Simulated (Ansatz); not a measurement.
# B2H4O2S: the cost of one run

The runs use Ansatz 0.2.0, Gaussian basis; the settings change from run to run.

### 1 The geometry

An earlier PBE0-D4 in a triple-zeta def2 set relaxation fixed the geometry.

SMILES `OB(O)BS`, 9 atoms, charge 0, spin multiplicity 1.

Atoms are counted from 1 here; the program's logs count them from 0.

Bond lengths: O1–B2 1.368 Å, O1–H6 0.959 Å, B2–O3 1.363 Å, B2–B4 1.710 Å, O3–H7 0.963 Å, B4–S5 1.762 Å, B4–H8 1.198 Å, S5–H9 1.347 Å. Angles: B2–O1–H6 112.9°, O1–B2–O3 117.1°, O1–B2–B4 124.1°, O3–B2–B4 118.8°, B2–O3–H7 112.5°, B2–B4–S5 121.2°, B2–B4–H8 124.9°, S5–B4–H8 113.9°, B4–S5–H9 98.1°.

### 2 B97M-V/def2-TZVP

This run has multiplicity 3.

in.yaml reads:

```yaml
crystal:
  periodic: [false, false, false]
  atoms:
    - {symbol: O, position_ang: [0.840192, 1.465950, 0.875532]}
    - {symbol: B, position_ang: [0.348147, 0.275360, 0.413967]}
    - {symbol: O, position_ang: [0.700917, -0.849418, 1.098741]}
    - {symbol: B, position_ang: [-0.668250, 0.123251, -0.952865]}
    - {symbol: S, position_ang: [-1.254014, -1.450919, -1.484000]}
    - {symbol: H, position_ang: [0.555043, 2.215845, 0.350475]}
    - {symbol: H, position_ang: [1.273252, -0.658732, 1.849486]}
    - {symbol: H, position_ang: [-1.046859, 1.036321, -1.630295]}
    - {symbol: H, position_ang: [-0.659927, -2.204058, -0.538242]}
basis:
  gaussian: {orbitals: def2-TZVP}
magnetization: {spin_polarized: true, initial_magnetization: 2}
hamiltonian: {xc: {name: B97M-V}}
```

Command:

```sh
> ansatz run in.yaml --threads 2 --pin off --events-out ev --progress --plain --max-ram 4352MiB
```

What time and memory should one allow on 2 threads of Arm Neoverse V2, shared host?

About 52 s, with a peak of 0.63 GiB.
